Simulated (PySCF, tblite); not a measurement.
# C₄H₁₅NOSi₃: geometry, infrared bands and NMR shifts

Wanted: the infrared bands and NMR shifts of C₄H₁₅NOSi₃ (`CN[Si@@H]1C[SiH2]C[Si@H](O)C1`), by calculation.

Computed with tblite 0.8.0 and PySCF 2.14.0, with density-fitted response routines of our own, on a single molecule in the gas phase. Atoms count from 0, in the outputs and in this text.

### 1 Starting geometry

24 atoms, charge 0, multiplicity 1; geometry from: force field or distance geometry start.

Bonds of the start (Å): C0–N1 1.47, N1–Si2 1.70, Si2–C3 1.86, C3–Si4 1.85, Si4–C5 1.85, C5–Si6 1.86, Si6–O7 1.66, Si6–C8 1.87, C8–Si2 1.85, C0–H9 1.09, C0–H10 1.08, C0–H11 1.10, N1–H12 1.02, Si2–H13 1.48, C3–H14 1.09, C3–H15 1.12, Si4–H16 1.49, Si4–H17 1.48, C5–H18 1.09, C5–H19 1.10, Si6–H20 1.47, O7–H21 0.97, C8–H22 1.10, C8–H23 1.09.

### 2 Relaxing the molecule with GFN2-xTB

Job settings and geometry (Å):

```
{"job": {"kind": "relax", "xc": "GFN2-xTB", "basis": "xTB"}, "charge": 0, "multiplicity": 1}
C      3.426100    -0.916800    -0.158800
N      2.504900     0.105600     0.350400
Si     0.906300     0.321100    -0.172600
C      0.136500     1.694000     0.820000
Si    -1.596100     1.895800     0.210800
C     -2.615500     0.355000     0.359600
Si    -1.753600    -0.950800    -0.651000
O     -2.638500    -2.359300    -0.629800
C     -0.019800    -1.280000    -0.036300
H      3.623300    -0.760800    -1.217400
H      4.365100    -0.867000     0.381600
H      3.011200    -1.926000    -0.016400
H      2.983500     1.001400     0.332000
H      1.041700     0.740000    -1.590300
H      0.699800     2.625600     0.719700
H      0.130200     1.430400     1.904900
H     -1.589200     2.390700    -1.194400
H     -2.247800     2.956200     1.006000
H     -3.627400     0.524800    -0.002500
H     -2.682600     0.046300     1.415000
H     -1.706500    -0.517700    -2.058900
H     -2.766100    -2.802500     0.223400
H     -0.038800    -1.623300     1.010900
H      0.441800    -2.063000    -0.644100
```

The run is started by

```console
$ OMP_NUM_THREADS=1 python probes_run.py task.json out
```

This one command runs all jobs of the session in turn.

**Question.** This job is followed by: GFN2-xTB harmonic vibrations, gas phase; GIAO PBE0/pcSseg-1 NMR shielding, non-relativistic, gas phase. What will the session give for the following? strongest single infrared mode (GFN2-xTB); zero-point energy (GFN2-xTB); 13C shifts against TMS (PBE0/pcSseg-1); 1H shifts against TMS (PBE0/pcSseg-1, means over atoms taken as alike); 15N shifts against NH3 (PBE0/pcSseg-1); 29Si shifts against TMS (PBE0/pcSseg-1); 17O shifts against H2O (PBE0/pcSseg-1).

The runs gave:

| quantity | value |
| --- | --- |
| strongest single infrared mode (GFN2-xTB) | 2156 cm⁻¹, 486 km/mol |
| zero-point energy (GFN2-xTB) | 114.0 kcal/mol |
| 13C shifts against TMS (PBE0/pcSseg-1) | 30.7, 7.2, 1.8, -4.3 ppm |
| 1H shifts against TMS (PBE0/pcSseg-1, means over atoms taken as alike) | 5.05, 5.01, 4.59, 4.22, 2.71, 1.04, 0.80, 0.15, -0.20, -0.21, -0.26, -0.27, -0.30 ppm |
| 15N shifts against NH3 (PBE0/pcSseg-1) | 27.8 ppm |
| 29Si shifts against TMS (PBE0/pcSseg-1) | -0.6, -15.8, -49.3 ppm |
| 17O shifts against H2O (PBE0/pcSseg-1) | 47.7 ppm |

In words: Relaxing lowered the energy by 0.409 eV in 96 steps; the close pair that moved most is C3–Si4, from 1.848 to 1.892 Å. All 66 modes are real, so the xTB geometry is a minimum. The strongest single mode, at 2156 cm⁻¹, moves mainly H17. GFN2-xTB is a fitted tight-binding method: band positions and strengths are rough. Its intensities can rank the bands wrongly. The most deshielded carbon is C0 (methyl carbon bonded to N), at 30.7 ppm: deshielded by the electronegative neighbour. At PBE0/pcSseg-1: The widest tensor belongs to Si2: span 93 ppm, with a paramagnetic part of -518 ppm.
